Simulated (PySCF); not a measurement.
# SiSbH5 (SMILES [SiH3][SbH2]): a chain of runs

Aim: a structure relaxation (HF/DZVP), then the harmonic vibrations, then the energy (MN15/ma-def2-SVP), then the excited states (TDA-M06-HF/LANL08) of SiSbH5. 

The calculation is run with PySCF 2.14.0.

## 1. The structure to begin with

The species is SiSbH5 (7 atoms), meant as a singlet with charge 0. SMILES: `[SiH3][SbH2]`. Geometry: a rough force-field guess. The run starts from this shape.

Bond lengths: Si1–Sb2 2.486 Å, Si1–H3 1.518 Å, Si1–H4 1.443 Å, Si1–H5 1.526 Å, Sb2–H6 1.775 Å, Sb2–H7 1.776 Å. Angles: Si1–Sb2–H6 93.0°, Si1–Sb2–H7 92.2°, Sb2–Si1–H3 110.9°, Sb2–Si1–H4 110.2°, Sb2–Si1–H5 109.4°, H6–Sb2–H7 92.2°, H3–Si1–H4 112.9°, H3–Si1–H5 104.9°, H4–Si1–H5 108.3°.

## 2. A geometry optimisation at HF/DZVP (run 1)

Input file mol.xyz:

```xyz
7

Si    -0.615400    -0.594700    -0.409900
Sb     1.138500     0.106200     1.205800
H     -1.927700    -0.869100     0.301700
H     -0.153700    -1.716500    -1.190600
H     -0.918500     0.559900    -1.360800
H      0.374600     1.682500     1.495300
H      2.163500     0.763700    -0.087300
```

Input file job.py:

```python
# [SiH3][SbH2]
from pyscf import gto, scf
from pyscf.geomopt.geometric_solver import kernel as optimise

mol = gto.Mole()
mol.atom = 'mol.xyz'
mol.max_memory = 1860
mol.verbose = 3
mol.spin = 0
mol.basis = 'dzvp'
mol.build()

myscf = scf.RHF(mol)
converged, mol_eq = optimise(myscf, maxsteps=100)
print('converged:', converged)
print(mol_eq.tostring())

myscf.reset(mol_eq)
mol = mol_eq
myscf.kernel()
energy = myscf.e_tot
print(f'total energy: {energy:.8f} hartree')
```

Started as:

```bash
$ OMP_NUM_THREADS=1 python job.py
```

Output:

```text
maxiter                   100
----------------------------------------------------------
Custom engine selected.
Bonds will be generated from interatomic distances less than 1.20 times sum of covalent radii
21 internal coordinates being used (instead of 21 Cartesians)
Internal coordinate system (atoms numbered from 1):
Distance 1-2
Distance 1-3
Distance 1-4
Distance 1-5
Distance 2-6
Distance 2-7
Angle 2-1-3
Angle 2-1-4
Angle 2-1-5
Angle 3-1-4
Angle 3-1-5
Angle 4-1-5
Angle 1-2-6
Angle 1-2-7
Angle 6-2-7
Dihedral 3-1-2-6
Dihedral 3-1-2-7
Dihedral 4-1-2-6
Dihedral 4-1-2-7
Dihedral 5-1-2-6
Dihedral 5-1-2-7
Translation-X 1-7
Translation-Y 1-7
Translation-Z 1-7
Rotation-A 1-7
Rotation-B 1-7
Rotation-C 1-7
> ===== Optimization Info: ====
> Job type: Energy minimization
> Maximum number of optimization cycles: 100
> Initial / maximum trust radius (Angstrom): 0.100 / 0.300
> Convergence Criteria:
> Will converge when all 5 criteria are reached:
>  |Delta-E| < 1.00e-06
[... 17 lines left out ...]
WARN: Mole.unit (angstrom) is changed to Bohr
[... 1 line left out ...]
converged SCF energy = -6604.41589651824
[... 11 lines left out ...]
Step    0 : Gradient = 2.620e-02/4.867e-02 (rms/max) Energy = -6604.4158965182
[... 12 lines left out ...]
converged SCF energy = -6604.42209359393
[... 24 lines left out ...]
converged SCF energy = -6604.42307546797
[... 24 lines left out ...]
converged SCF energy = -6604.42321941262
[... 24 lines left out ...]
converged SCF energy = -6604.42323031034
[... 24 lines left out ...]
converged SCF energy = -6604.42323221632
[... 24 lines left out ...]
converged SCF energy = -6604.42323248611
[... 24 lines left out ...]
converged SCF energy = -6604.42323252611
[... 13 lines left out ...]
Converged! =D
[... 1 line left out ...]
converged: True
Si         -0.67417689       -0.55726225       -0.46567960
Sb          1.17244682        0.16251496        1.21995337
H          -1.89437331       -0.90605461        0.28830010
H          -0.20813759       -1.75206628       -1.19662323
H          -0.99369751        0.50715582       -1.43484692
H           0.44962389        1.68915546        1.54404283
H           2.20961459        0.78855691       -0.00094655
converged SCF energy = -6604.42323252612
total energy: -6604.42323253 hartree
```

Run time: 48 s. Hardware: 1 thread of Arm Neoverse V1, shared host; peak memory 0.16 GiB.

Steps, from the record of the run:

```
step  energy from the first frame kept (eV)  largest force (eV/Å)
   0                                 0.0000                2.5028
   1                                -0.1686                0.8600
   2                                -0.1953                0.2577
   3                                -0.1993                0.0629
   4                                -0.1996                0.0102
   5                                -0.1996                0.0063
   6                                -0.1996                0.0025
   7                                -0.1996                0.0007
```

After the run. Bond lengths: Si1–Sb2 2.602 Å, Si1–H3 1.476 Å, Si1–H4 1.476 Å, Si1–H5 1.475 Å, Sb2–H6 1.720 Å, Sb2–H7 1.720 Å. Angles: Si1–Sb2–H6 94.0°, Si1–Sb2–H7 93.9°, Sb2–Si1–H3 108.7°, Sb2–Si1–H4 108.7°, Sb2–Si1–H5 112.3°, H6–Sb2–H7 93.7°, H3–Si1–H4 108.8°, H3–Si1–H5 109.1°, H4–Si1–H5 109.1°.

## 3. Vibrational wavenumbers at HF/DZVP (run 2)

Input file geometry.xyz:

```xyz
7

Si    -1.470708    -0.586134    -1.335138
Sb     0.375916     0.133643     0.350495
H     -2.690464    -0.935148    -0.581545
H     -1.004229    -1.781159    -2.066468
H     -1.790229     0.478284    -2.304305
H     -0.354060     1.655081     0.683327
H      1.408161     0.770946    -0.868511
```

Input file calc.py:

```python
# [SiH3][SbH2]
from pyscf import gto, scf, symm
from pyscf.hessian import thermo

system = gto.Mole()
system.atom = 'geometry.xyz'
system.max_memory = 1860
system.basis = 'dzvp'
system.verbose = 3
system.build()

mf = scf.RHF(system)
mf.kernel()

e_final = mf.e_tot
print('E(%s) = %.9f' % ('HF', e_final))
hess = mf.Hessian().kernel()
modes = thermo.harmonic_analysis(system, hess)
thermo.dump_normal_mode(system, modes)
symm.geom.TOLERANCE = 1e-3  # for the symmetry number
th = thermo.thermo(mf, modes['freq_au'], 1200, 101325)
thermo.dump_thermo(system, th)
```

Started as:

```bash
$ OMP_NUM_THREADS=1 python calc.py
```

Output:

```text
converged SCF energy = -6604.42323246733
[... 85 lines left out ...]
Gibbs free energy [Eh] -6604.54369
```

It took 50 s on 1 thread of Arm Neoverse V1, shared host; peak memory 0.14 GiB.

## 4. A single-point energy at MN15/ma-def2-SVP (core potential) (run 3)

Input file input.py:

```python
from pyscf import gto, dft

molecule = gto.Mole()
molecule.atom = [
    ('Si', (-0.674177, -0.557262, -0.465680)),
    ('Sb', (1.172447, 0.162515, 1.219953)),
    ('H', (-1.894373, -0.906055, 0.288300)),
    ('H', (-0.208138, -1.752066, -1.196623)),
    ('H', (-0.993698, 0.507156, -1.434847)),
    ('H', (0.449624, 1.689155, 1.544043)),
    ('H', (2.209615, 0.788557, -0.000947)),
]
molecule.charge = 0
molecule.verbose = 4
molecule.basis = 'ma-def2-svp'
molecule.spin = 0
molecule.max_memory = 1860
molecule.ecp = {'Sb': 'def2-svp'}
molecule.build()

ks = dft.RKS(molecule)
ks.xc = 'mn15'
ks.kernel()

e_final = ks.e_tot
print('E(%s) = %.9f' % ('MN15', e_final))
ks.analyze()
```

Started as:

```bash
$ OMP_NUM_THREADS=1 python input.py
```

Output:

```text
PySCF version 2.14.0

[... 82 lines left out ...]
Nuclear Repulsion Energy =             111.747169697390504
[... 7 lines left out ...]
MO #2   energy= -5.49945086324342  occ= 2
[... 5 lines left out ...]
MO #8   energy= -3.69587958154382  occ= 2
[... 5 lines left out ...]
MO #14  energy= -1.31969175825992  occ= 2
[... 5 lines left out ...]
MO #20  energy= -0.335399903334935 occ= 2
[... 5 lines left out ...]
MO #26  energy= 0.0610971901357563 occ= 0
[... 5 lines left out ...]
MO #32  energy= 0.10812757592079   occ= 0
[... 5 lines left out ...]
MO #38  energy= 0.336582294987429  occ= 0
[... 5 lines left out ...]
MO #44  energy= 0.451354277971992  occ= 0
[... 5 lines left out ...]
MO #50  energy= 0.591257884264582  occ= 0
[... 5 lines left out ...]
MO #56  energy= 0.897313427043292  occ= 0
[... 5 lines left out ...]
MO #62  energy= 54.3453958517074   occ= 0
[... 33 lines left out ...]
pop of  1 Sb 5py          1.64218
pop of  1 Sb 5pz          1.64210
pop of  1 Sb 6px          0.12456
pop of  1 Sb 6py          0.36398
pop of  1 Sb 6pz          0.38872
pop of  1 Sb 7px          0.43646
pop of  1 Sb 7py          0.03236
pop of  1 Sb 7pz          0.02986
pop of  1 Sb 8px          0.09758
pop of  1 Sb 8py          0.00363
pop of  1 Sb 8pz          0.00151
pop of  1 Sb 4dxy         1.75868
pop of  1 Sb 4dyz         1.75937
pop of  1 Sb 4dz^2        1.77126
pop of  1 Sb 4dxz         1.75974
pop of  1 Sb 4dx2-y2      1.99987
pop of  1 Sb 5dxy         0.22114
pop of  1 Sb 5dyz         0.21579
pop of  1 Sb 5dz^2        0.18162
pop of  1 Sb 5dxz         0.21482
pop of  1 Sb 5dx2-y2      0.00353
pop of  2 H 1s            1.08730
pop of  2 H 2s            0.00591
pop of  3 H 1s            1.08720
pop of  3 H 2s            0.00595
pop of  4 H 1s            1.08685
pop of  4 H 2s            0.00642
pop of  5 H 1s            1.57549
pop of  5 H 2s            0.02888
pop of  6 H 1s            1.57857
pop of  6 H 2s            0.03079
 ** Mulliken atomic charges  **
charge of    0Si =     -0.43271
charge of    1Sb =      1.92607
charge of    2H =     -0.09321
charge of    3H =     -0.09315
charge of    4H =     -0.09327
charge of    5H =     -0.60437
charge of    6H =     -0.60936
Dipole moment(X, Y, Z, Debye): -0.01876, -0.15541,  0.07062
```

Wall time 9 s (1 thread of Arm Neoverse V1, shared host); peak memory 0.32 GiB.

## 5. The vertical excitations at TDA-M06-HF/LANL08 (core potential, spin of roots singlet) (run 4)

Input file calc.py:

```python
from pyscf import gto, dft, tdscf

mol = gto.Mole()
mol.atom = [
    ('Si', (-0.674177, -0.557262, -0.465680)),
    ('Sb', (1.172447, 0.162515, 1.219953)),
    ('H', (-1.894373, -0.906055, 0.288300)),
    ('H', (-0.208138, -1.752066, -1.196623)),
    ('H', (-0.993698, 0.507156, -1.434847)),
    ('H', (0.449624, 1.689155, 1.544043)),
    ('H', (2.209615, 0.788557, -0.000947)),
]
mol.verbose = 4
mol.spin = 0
mol.max_memory = 1860
mol.basis = {'default': 'lanl08', 'H': '6-311g**'}
mol.ecp = {'Si': 'lanl08', 'Sb': 'lanl08'}
mol.build()

myscf = dft.RKS(mol, xc='m06-hf')
myscf.kernel()

e_tot = myscf.e_tot
print('E = %.10f Eh' % e_tot)

td = myscf.TDA()
td.nstates = 10
td.kernel()
td.analyze()
roots = td.e * 27.211386
osc = td.oscillator_strength()
print('state   eV      nm      f')
for i, (w, f) in enumerate(zip(roots, osc), 1):
    print('%3d %9.4f %8.1f %9.5f' % (i, w, 1239.842 / w, f))
```

Started as:

```bash
$ OMP_NUM_THREADS=1 python calc.py
```

Output:

```text
PySCF version 2.14.0

[... 76 lines left out ...]
converged SCF energy = -12.169901896111
[... 33 lines left out ...]
       6 -> 8        -0.21648
       6 -> 10       -0.35808
       6 -> 12       -0.17427
       7 -> 12        0.43204
       7 -> 13        0.15161
       6 -> 8         0.17245
       6 -> 10       -0.55853
       6 -> 12        0.13158
       6 -> 13        0.11016
       7 -> 8        -0.11440
       7 -> 12       -0.28877
       5 -> 8        -0.54699
       5 -> 10        0.25638
       6 -> 9         0.26700
       7 -> 11       -0.17749
       4 -> 8        -0.16709
       4 -> 13       -0.11237
       5 -> 9         0.20067
       6 -> 8        -0.10948
       6 -> 12       -0.10742
       7 -> 10       -0.10118
       7 -> 12        0.16539
       7 -> 13       -0.56463

** Transition electric dipole moments (AU) **
state          X           Y           Z        Dip. S.      Osc.
  1         0.4685     -0.2386     -0.4106      0.4450      0.0584
  2         1.1068      0.5366      0.9486      2.4127      0.3340
  3        -0.3426      0.4169     -0.6358      0.6955      0.0999
[... 6 lines of this table left out ...]
 10         0.0862      0.0261      0.0793      0.0144      0.0030

WARN: ECP detected. Skipping calculation of transition velocity and magnetic dipole moments, which have not yet been implemented.

state   eV      nm      f
  1    5.3564    231.5   0.05840
  2    5.6506    219.4   0.33400
  3    5.8619    211.5   0.09988
[... 6 lines of this table left out ...]
 10    8.5776    144.5   0.00303
```

Run time: 1.7 min. Hardware: 1 thread of Arm Neoverse V1, shared host; peak memory 0.45 GiB.

The roots found:

```
excited state  energy (eV)  strength
            1        5.356    0.0584
            2        5.651    0.3340
            3        5.862    0.0999
            4        7.245    0.6072
            5        7.308    0.0327
            6        7.478    0.0881
            7        7.639    0.2364
            8        7.890    0.5852
            9        8.199    0.0055
           10        8.578    0.0030
```

## 6. Outcome

```
                                                               quantity              value
                                run 1, HF/DZVP: total energy at the end     -6604.42323 Eh
                                          run 1, HF/DZVP: dipole moment             0.48 D
                                            run 1, HF/DZVP: HOMO energy           -9.08 eV
                                            run 1, HF/DZVP: LUMO energy            2.21 eV
                                          run 1, HF/DZVP: HOMO–LUMO gap           11.30 eV
                             run 2, HF/DZVP: lowest harmonic wavenumber           125 cm⁻¹
                            run 2, HF/DZVP: highest harmonic wavenumber          2370 cm⁻¹
                                      run 2, HF/DZVP: zero-point energy       106.5 kJ/mol
run 2, HF/DZVP: ideal-gas entropy at 1200 K (symmetry number 1 as used)  107.3 cal/(mol K)
                                  run 3, MN15/ma-def2-SVP: total energy      -531.91303 Eh
                                 run 3, MN15/ma-def2-SVP: dipole moment             0.17 D
                                   run 3, MN15/ma-def2-SVP: HOMO energy           -7.66 eV
                                   run 3, MN15/ma-def2-SVP: LUMO energy           -0.09 eV
                                 run 3, MN15/ma-def2-SVP: HOMO–LUMO gap            7.56 eV
            run 4, TDA-M06-HF/LANL08: ground-state or mean-field energy       -12.16990 Eh
     run 4, TDA-M06-HF/LANL08: dipole moment (M06-HF Kohn–Sham density)             0.18 D
      run 4, TDA-M06-HF/LANL08: HOMO energy (M06-HF Kohn–Sham orbitals)           -9.28 eV
      run 4, TDA-M06-HF/LANL08: LUMO energy (M06-HF Kohn–Sham orbitals)            0.91 eV
    run 4, TDA-M06-HF/LANL08: HOMO–LUMO gap (M06-HF Kohn–Sham orbitals)           10.19 eV
             run 4, TDA-M06-HF/LANL08: lowest singlet excitation energy            5.36 eV
```

The optimisation (run 1, HF/DZVP) took 7 steps and changed the energy by -0.200 eV. All 15 modes (run 2, HF/DZVP) are real, so the shape is a minimum at this level. The brightest of the 10 transitions from the ground state lies at 7.24 eV (171 nm, f = 0.607); the lowest, at 5.36 eV, has f = 0.058.
